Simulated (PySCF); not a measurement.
# Ge3H10Si (n-GeGeGeSiH10): the cost of one run

The runs use PySCF 2.14.0, with density-fitted response routines of our own; the level of theory stands in each step. All values are computed, except where a source is named. Atoms count from 0, in the outputs and in this text.

## (1) Starting geometry

14 atoms, charge 0, multiplicity 1; geometry from: GFN2-xTB. The atoms were then displaced at random by about 0.03 Å, so the start is not that level's minimum.

Bonds of the start (Å): Ge0–Ge1 2.32, Ge0–H4 1.55, Ge0–H5 1.61, Ge0–H6 1.50, Ge1–Ge2 2.41, Ge1–H7 1.50, Ge1–H8 1.54, Ge2–Si3 2.35, Ge2–H9 1.49, Ge2–H10 1.58, Si3–H11 1.48, Si3–H12 1.53, Si3–H13 1.31.

## (2) Optimising the geometry at PBE0-D3(BJ)/def2-SVP

Job settings and geometry (Å):

```
{"job": {"xc": "PBE0", "basis": "def2-SVP", "d3": "d3bj", "grid": 1, "maxiter": 40, "shake": 0.03, "kind": "geom"}, "charge": 0, "multiplicity": 1}
Ge    -0.258900     2.235590    -0.947960
Ge     0.319100     1.191360     1.038020
Ge    -0.141610    -1.167290     1.147350
Si     0.241780    -2.442000    -0.787240
H     -1.320080     1.513350    -1.814410
H     -0.987670     3.662530    -0.773090
H      0.838070     2.571980    -1.913770
H     -0.239780     1.963800     2.195150
H      1.801870     1.518390     1.318150
H     -1.468330    -1.307850     1.819790
H      0.743060    -1.680850     2.347240
H     -0.498970    -1.757380    -1.869350
H     -0.556220    -3.734130    -0.631810
H      1.508250    -2.611300    -1.084820
```

Run with:

```bash
> OMP_NUM_THREADS=1 python probes_run.py task.json out
```

One launch serves the whole session: the jobs run in the order shown.

Q: Estimate the wall time and peak memory of this first job on 1 thread of Intel Xeon at 2.50GHz, shared host.

About 11 min, with a peak of 0.81 GiB.
